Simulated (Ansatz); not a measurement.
# C₃H₅BO: how energies converge with the basis set

How large a basis does C₃H₅BO need? Two functionals are run in growing sets.

Program: Ansatz 0.2.0, Gaussian basis. Level of theory: one geometry, several basis sets. These are calculated values, not measurements.

The runs, in order: PBE0-D4/def2-SVP; ωB97M-V/def2-SVP; PBE0-D4/def2-QZVPP; ωB97M-V/def2-QZVPP; the functionals' def2-TZVPP values are taken from earlier runs.

## Step 1: The geometry

The geometry comes from an earlier relaxation with PBE0-D4 in a triple-zeta def2 set; it is a stationary point, not always the lowest conformer.

SMILES `OCC1=CB1`, 10 atoms, charge 0, spin multiplicity 1.

Atoms are counted from 1 here; the program's logs count them from 0.

Bond lengths: O1–C2 1.406 Å, O1–H6 0.961 Å, C2–C3 1.472 Å, C2–H7 1.095 Å, C2–H8 1.102 Å, C3–C4 1.349 Å, C3–B5 1.475 Å, C4–B5 1.460 Å, C4–H9 1.082 Å, B5–H10 1.182 Å. Angles: C2–O1–H6 107.6°, O1–C2–C3 114.2°, O1–C2–H7 107.1°, O1–C2–H8 111.3°, C3–C2–H7 109.8°, C3–C2–H8 107.6°, H7–C2–H8 106.5°, C2–C3–C4 141.7°, C2–C3–B5 156.2°, C4–C3–B5 62.1°, C3–C4–B5 63.2°, C3–C4–H9 138.8°, B5–C4–H9 158.0°, C3–B5–C4 54.7°, C3–B5–H10 152.4°, C4–B5–H10 152.9°.

Geometry (Å):

```xyz
10
charge 0, multiplicity 1
O     0.7833   -0.4919    1.8875
C     0.5973   -0.8829    0.5494
C    -0.0723    0.1270   -0.2864
C    -0.4040    0.3895   -1.5677
B    -0.8192    1.3672   -0.5661
H     0.0255    0.0412    2.1434
H     1.5867   -1.1074    0.1388
H     0.0115   -1.8135    0.4821
H    -0.2823   -0.0529   -2.5470
H    -1.3432    2.3725   -0.2311
```

## Step 2: PBE0-D4 in def2-SVP

Contents of in.yaml:

```yaml
crystal:
  periodic: [false, false, false]
  atoms:
    - {symbol: O, position_ang: [0.783264, -0.491944, 1.887505]}
    - {symbol: C, position_ang: [0.597274, -0.882877, 0.549449]}
    - {symbol: C, position_ang: [-0.072350, 0.126992, -0.286368]}
    - {symbol: C, position_ang: [-0.403970, 0.389549, -1.567651]}
    - {symbol: B, position_ang: [-0.819167, 1.367249, -0.566080]}
    - {symbol: H, position_ang: [0.025530, 0.041175, 2.143351]}
    - {symbol: H, position_ang: [1.586686, -1.107448, 0.138815]}
    - {symbol: H, position_ang: [0.011451, -1.813459, 0.482093]}
    - {symbol: H, position_ang: [-0.282289, -0.052916, -2.547038]}
    - {symbol: H, position_ang: [-1.343229, 2.372478, -0.231079]}
basis:
  gaussian: {orbitals: def2-SVP}
hamiltonian: {xc: pbe0, dispersion: d4}
output: {orbitals: {seedname: orbitals}}
```

Started as:

```
> ansatz run in.yaml --threads 2 --pin off --events-out ev --progress --plain --max-ram 4352MiB
```

The runs that follow: ωB97M-V in def2-SVP; PBE0-D4 in def2-QZVPP; ωB97M-V in def2-QZVPP.

**Question.** What will the summary of the whole plan be? Wanted: PBE0-D4: double and triple zeta above quadruple; ωB97M-V: double and triple zeta above quadruple.

**Answer**, as computed:

| quantity | value |
| --- | --- |
| PBE0-D4: double and triple zeta above quadruple | 7.01, 0.34 eV |
| ωB97M-V: double and triple zeta above quadruple | 7.26, 0.32 eV |

What this shows: For PBE0-D4 the step from double to triple zeta gains 6.67 eV and the next only 0.34 eV. Total energies overstate the basis error of differences, where much of it tends to cancel.
